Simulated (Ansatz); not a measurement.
Task: a single point in a Gaussian basis of C₅H₈Si, SMILES C#CC1C[SiH2]C1, with the Ansatz DFT code, driven from Python. Give the script and its output. Use: B3LYP, def2-SVP basis, multiplicity 1, D3BJ dispersion.

```xyz
14

C     2.8481    0.3424    0.0888
C     1.7272   -0.0844    0.2108
C     0.3581   -0.6060    0.3601
C    -0.5800    0.3996    1.0416
Si   -1.7063    0.5014   -0.4330
C    -0.3864   -0.6871   -0.9796
H     3.8319    0.7172   -0.0185
H     0.3623   -1.5852    0.8870
H    -0.1114    1.3835    1.2629
H    -1.0972   -0.0401    1.9206
H    -3.0041   -0.1514   -0.2064
H    -1.6272    1.7976   -1.1224
H     0.1863   -0.2875   -1.8450
H    -0.8015   -1.7001   -1.1669
```

`c5h8si.py`:
```python
"""Single point of C5H8Si in a Gaussian basis."""

import ansatz as az
import numpy as np

GEOMETRY = """
C     2.84810    0.34240    0.08880
C     1.72720   -0.08440    0.21080
C     0.35810   -0.60600    0.36010
C    -0.58000    0.39960    1.04160
Si   -1.70630    0.50140   -0.43300
C    -0.38640   -0.68710   -0.97960
H     3.83190    0.71720   -0.01850
H     0.36230   -1.58520    0.88700
H    -0.11140    1.38350    1.26290
H    -1.09720   -0.04010    1.92060
H    -3.00410   -0.15140   -0.20640
H    -1.62720    1.79760   -1.12240
H     0.18630   -0.28750   -1.84500
H    -0.80150   -1.70010   -1.16690
"""


def main() -> None:
    mol = az.Crystal.molecule()
    for line in GEOMETRY.strip().splitlines():
        symbol, *xyz = line.split()
        mol = mol.atom(symbol, [float(v) for v in xyz])

    setup = (
        mol.calculation()
        .basis(gaussian="def2-SVP")
        .functional("b3lyp", dispersion="d3bj")
        .forces()
    )
    print(setup.to_yaml())
    done = setup.run(threads=1)
    r = done.report

    print(f"E = {r['free_energy_ev']:.6f} eV = {r['free_energy_ev'] / 27.211386246:.7f} Ha")
    print("converged:", r["converged"], " doubts:", r["published_state_doubts"] or "none")

    symbols = [site.symbol for site in mol.cartesian_sites]
    forces = np.array(r["forces_ev_ang"])
    print("largest force", round(float(np.linalg.norm(forces, axis=1).max()), 4), "eV/A, rms", round(float(np.sqrt((forces ** 2).mean())), 4))

    charges = r["charge_distribution"]
    dipole = np.array(charges["dipole_moment_e_ang"]) * 4.803205
    print("dipole (D): {:.3f} {:.3f} {:.3f}, length {:.3f}".format(*dipole, np.linalg.norm(dipole)))
    print("atom  Mulliken   Lowdin")
    for symbol, m, l in zip(symbols, charges["mulliken_charges_e"], charges["lowdin_charges_e"]):
        print(f"{symbol:4s} {m:9.3f} {l:8.3f}")


if __name__ == "__main__":
    main()
```

```console
$ python c5h8si.py
crystal:
  periodic: [false, false, false]
  atoms:
    - { symbol: C, position_ang: [2.8481, 0.3424, 0.0888] }
    - { symbol: C, position_ang: [1.7272, -0.0844, 0.2108] }
    - { symbol: C, position_ang: [0.3581, -0.606, 0.3601] }
    - { symbol: C, position_ang: [-0.58, 0.3996, 1.0416] }
    - { symbol: Si, position_ang: [-1.7063, 0.5014, -0.433] }
    - { symbol: C, position_ang: [-0.3864, -0.6871, -0.9796] }
    - { symbol: H, position_ang: [3.8319, 0.7172, -0.0185] }
    - { symbol: H, position_ang: [0.3623, -1.5852, 0.887] }
    - { symbol: H, position_ang: [-0.1114, 1.3835, 1.2629] }
    - { symbol: H, position_ang: [-1.0972, -0.0401, 1.9206] }
    - { symbol: H, position_ang: [-3.0041, -0.1514, -0.2064] }
    - { symbol: H, position_ang: [-1.6272, 1.7976, -1.1224] }
    - { symbol: H, position_ang: [0.1863, -0.2875, -1.845] }
    - { symbol: H, position_ang: [-0.8015, -1.7001, -1.1669] }
basis:
  gaussian:
    orbitals: def2-SVP
hamiltonian:
  xc: b3lyp
  dispersion: d3bj
output:
  forces: true

E = -13184.946011 eV = -484.5378288 Ha
converged: True  doubts: none
largest force 2.3562 eV/A, rms 0.6201
dipole (D): -0.838 -0.078 -0.038, length 0.842
atom  Mulliken   Lowdin
C       -0.485   -0.063
C        0.404   -0.041
C       -0.098   -0.040
C       -0.095   -0.085
Si       0.375    0.360
C       -0.095   -0.085
H       -0.010    0.015
H        0.029    0.028
H        0.042    0.020
H        0.034    0.017
H       -0.092   -0.082
H       -0.087   -0.080
H        0.042    0.020
H        0.034    0.017
```

Total energies depend on the basis set; only differences at equal settings carry meaning. The geometry is a force-field or estimated start, not a minimum of this method, and the basis set is short of its limit. The Löwdin charges here are taken after orthogonalising the functions within each atom; they differ from plain Löwdin charges, and their signs can be unphysical. b3lyp holds the VWN-RPA fit, as in Gaussian; the form of ORCA and Turbomole is b3lyp5. Timing: 7.9 s on 1 thread of Arm Neoverse V1, on a shared host, peak memory 0.36 GiB.

(Lines on the test bed's own set-up are left out of the output.)
